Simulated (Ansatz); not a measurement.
**Ti3Ni under changes of volume**

One of the cells (15.235 Å³/atom); the others are scaled copies at fixed shape and fractional positions:

```
Ni Ti
1.0
     3.93518    0.00000    0.00000
     0.00000    3.93518    0.00000
     0.00000    0.00000    3.93518
Ni Ti
1 3
Direct
  0.00000 0.00000 0.00000
  0.50000 0.50000 0.00000
  0.50000 0.00000 0.50000
  0.00000 0.50000 0.50000
```

The cell comes from a database or a generator and needn't be the stable form of this composition.

* Program: Ansatz 0.2.0
* Functional: PBEsol
* Potentials or basis: all-electron LAPW, scalar-relativistic
* Cutoff: 239 eV (chosen from the basis error)
* Basis error allowed: 0.001 eV/atom
* k mesh: 7 × 7 × 7
* Occupations: fermi-dirac, width 0.05 eV
* Spin: collinear spin, ferromagnetic start
* Starting moments: [1.0, 1.0, 1.0, 1.0] μB

| volume (Å³/atom) | energy over the lowest point (meV/atom) | pressure (GPa) |
| --- | --- | --- |
| 14.321 | 2.84 | 3.2 |
| 14.625 | 0.00 | 0.2 |
| 14.930 | 2.64 | -2.6 |
| 15.235 | 10.24 | -5.1 |
| 15.539 | ? | ? |
| 15.844 | 38.44 | -9.4 |
| 16.149 | 58.23 | -11.2 |

Question: What does the run at 15.539 Å³/atom give?

Answer: Energy over the lowest point 22.31 meV/atom; pressure -7.3 GPa.

Worked out: A Birch-Murnaghan fit of order 3 (a polynomial in V^(-2/3)) to the other rows has its minimum at 14.63 Å³/atom with B0 = V·E''(V) = 138 GPa and B' = 3.9. It gives 22.30 meV/atom at 15.539 Å³/atom, against the run's 22.31, and -dE/dV = -7.4 GPa, against -7.3.

Energies are extrapolated to zero smearing.

Caveats: the starting moments weren't kept.
